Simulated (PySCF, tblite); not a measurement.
# C₆H₁₅BSSi: geometry, infrared bands and NMR shifts

Wanted: the infrared bands and NMR shifts of C₆H₁₅BSSi (`CC[Si]1(B(C)C)CSC1`), by calculation.

Programs: tblite 0.8.0 and PySCF 2.14.0, with density-fitted response routines of our own. Each step states its level of theory. These are calculated values for one molecule in the gas phase, unless marked as measured. Atoms count from 0, in the outputs and in this text.

## 1. The starting structure

24 atoms, charge 0, multiplicity 1; geometry from: force field or distance geometry start.

Bonds of the start (Å): C0–C1 1.51, C1–Si2 1.85, Si2–B3 1.92, B3–C4 1.60, B3–C5 1.57, Si2–C6 1.89, C6–S7 1.83, S7–C8 1.83, C8–Si2 1.86, C0–H9 1.13, C0–H10 1.12, C0–H11 1.10, C1–H12 1.11, C1–H13 1.11, C4–H14 1.11, C4–H15 1.09, C4–H16 1.10, C5–H17 1.10, C5–H18 1.12, C5–H19 1.12, C6–H20 1.10, C6–H21 1.11, C8–H22 1.11, C8–H23 1.10.

## 2. Optimising the geometry with GFN2-xTB

What the job is given:

```
{"job": {"kind": "relax", "xc": "GFN2-xTB", "basis": "xTB"}, "charge": 0, "multiplicity": 1}
C     -2.515000    -1.100000     0.181500
C     -1.833400    -0.381500    -0.957100
Si    -0.281100     0.497200    -0.458900
B      1.344800    -0.532500    -0.471000
C      1.309200    -2.083500    -0.062700
C      2.680400     0.227300    -0.153600
C     -0.102800     2.176100    -1.297400
S      0.660000     2.750200     0.260300
C     -0.348000     1.485100     1.113500
H     -3.617300    -0.849100     0.121000
H     -2.479200    -2.208400     0.039100
H     -2.162700    -0.821600     1.182200
H     -1.555000    -1.174700    -1.679600
H     -2.554000     0.282700    -1.472900
H      1.808700    -2.156700     0.923300
H      1.915900    -2.600400    -0.809600
H      0.264300    -2.417300    -0.023300
H      2.694400     0.723500     0.832900
H      2.918500     0.986400    -0.936500
H      3.521500    -0.510800    -0.157700
H      0.576000     2.181900    -2.165500
H     -1.098500     2.640700    -1.482800
H     -1.325200     1.944000     1.380700
H      0.166800     0.961100     1.935300
```

Command:

```sh
OMP_NUM_THREADS=1 python probes_run.py task.json out
```

One launch serves the whole session: the jobs run in the order shown.

**Question.** This job is followed by: GFN2-xTB harmonic vibrations, gas phase; GIAO PBE0/pcSseg-1 NMR shielding, non-relativistic, gas phase. What will the session give for the following? strongest single infrared mode (GFN2-xTB); zero-point energy (GFN2-xTB); 13C shifts against TMS (PBE0/pcSseg-1, means over atoms taken as alike); 1H shifts against TMS (PBE0/pcSseg-1, means over atoms taken as alike); 29Si shifts against TMS (PBE0/pcSseg-1); 11B shifts against BF3·OEt2 (PBE0/pcSseg-1); 33S shifts against CS2 (PBE0/pcSseg-1).

**Answer**, as computed:

| quantity | value |
| --- | --- |
| strongest single infrared mode (GFN2-xTB) | 761 cm⁻¹, 104 km/mol |
| zero-point energy (GFN2-xTB) | 123.8 kcal/mol |
| 13C shifts against TMS (PBE0/pcSseg-1, means over atoms taken as alike) | 22.4, 14.4, 14.3, 8.7 ppm |
| 1H shifts against TMS (PBE0/pcSseg-1, means over atoms taken as alike) | 2.57, 1.77, 1.63, 1.17, 1.07 ppm |
| 29Si shifts against TMS (PBE0/pcSseg-1) | 1.4 ppm |
| 11B shifts against BF3·OEt2 (PBE0/pcSseg-1) | 105.5 ppm |
| 33S shifts against CS2 (PBE0/pcSseg-1) | -19 ppm |

**Reading.** Over 165 steps the energy fell by 0.983 eV; of the close pairs, Si2–C8 changed most, 1.858 to 1.935 Å. All 66 modes are real, so the xTB geometry is a minimum. The strongest single mode, at 761 cm⁻¹, is spread over several atoms, Si2, C8, C6 among them. Unscaled tight-binding wavenumbers are off by several per cent, some by more. Its intensities can rank the bands wrongly. At PBE0/pcSseg-1: The largest span, 630 ppm, is at S7, where the paramagnetic term is -533 ppm.
